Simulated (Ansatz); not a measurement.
# C: strong compression

The task here is to estimate one member of a computed series from the others.

Computed with Ansatz 0.2.0 (DFT, LDA, PAW with Ansatz's default frozen-core files, scalar-relativistic, unless a step's input says otherwise).

## The system as given

The structure is cubic, space group Fd-3m (No. 227). Conventional cell: a = 3.573 Å, b = 3.573 Å, c = 3.573 Å, α = 90.00°, β = 90.00°, γ = 90.00°. C (site symmetry -43m) has 4 C at 1.55 Å as nearest neighbours.

Structure file:

```
C
1.0
     0.00000    1.78632    1.78632
     1.78632    0.00000    1.78632
     1.78632    1.78632    0.00000
C
2
Direct
  0.87500 0.87500 0.87500
  0.12500 0.12500 0.12500
```

Whether this phase is the stable one at these pressures isn't tested.

Atoms are numbered in the order of the input: C1, C2.

Set-up of the first run:

The input, input.yaml:

```yaml
crystal:
  lattice:
    - [0.0, 1.7863159877, 1.7863159877]
    - [1.7863159877, 0.0, 1.7863159877]
    - [1.7863159877, 1.7863159877, 0.0]
  atoms:
    - { symbol: C, position: [-0.125, -0.125, -0.125] }
    - { symbol: C, position: [0.125, 0.125, 0.125] }
kpoints:
  mp_grid: { grid: [20, 20, 20] }
scf:
  occupations: { method: fermi_dirac, width: 0.08 }
hamiltonian:
  xc: lda
  pseudopotentials: { kind: paw }
output:
  forces: true
  stress: true
relax:
  f_tol: 0.005
  max_steps: 40
  cell: {}
```

On the command line:

```sh
$ ansatz run input.yaml --threads 1 --pin off --max-ram 2048MiB --backend cpu --events-out ev --progress --plain --runs-dir out
```

Steps of the session up to this table: Cell relaxed at zero pressure, PAW; Volume scaled by 1, PAW; Volume scaled by 0.94, PAW; Volume scaled by 0.88, PAW; Volume scaled by 0.8, PAW; Volume scaled by 0.72, PAW; Volume scaled by 0.64, PAW; Volume scaled by 0.55, PAW; Volume scaled by 0.45, PAW; Volume scaled by 0.45, PAW (partial_waves polarizable).

One table of the session follows, with a row left open; its other results are not shown here.

```
                         method  volume over the first  volume (Å³/atom)  pressure (GPa)  gap on the k mesh (eV)
                            PAW                      1             5.507           -0.01                    4.18
                            PAW                   0.94                 ?               ?                       ?
                            PAW                   0.88             4.846           75.22                    4.51
                            PAW                    0.8             4.405          155.47                    4.78
                            PAW                   0.72             3.965          275.12                    5.08
                            PAW                   0.64             3.524          457.96                    5.45
                            PAW                   0.55             3.029          793.94                    6.01
                            PAW                   0.45             2.478         1482.71                    6.87
PAW (partial_waves polarizable)                   0.45             2.478         1482.70                    6.87
```

Q: Estimate the row for PAW, 0.94 from the others.

The run gave: volume (Å³/atom): 5.176; pressure (GPa): 32.34; gap on the k mesh (eV): 4.34. In the column «volume (Å³/atom)» it lies between PAW, 0.88 (4.846) and PAW, 1 (5.507).
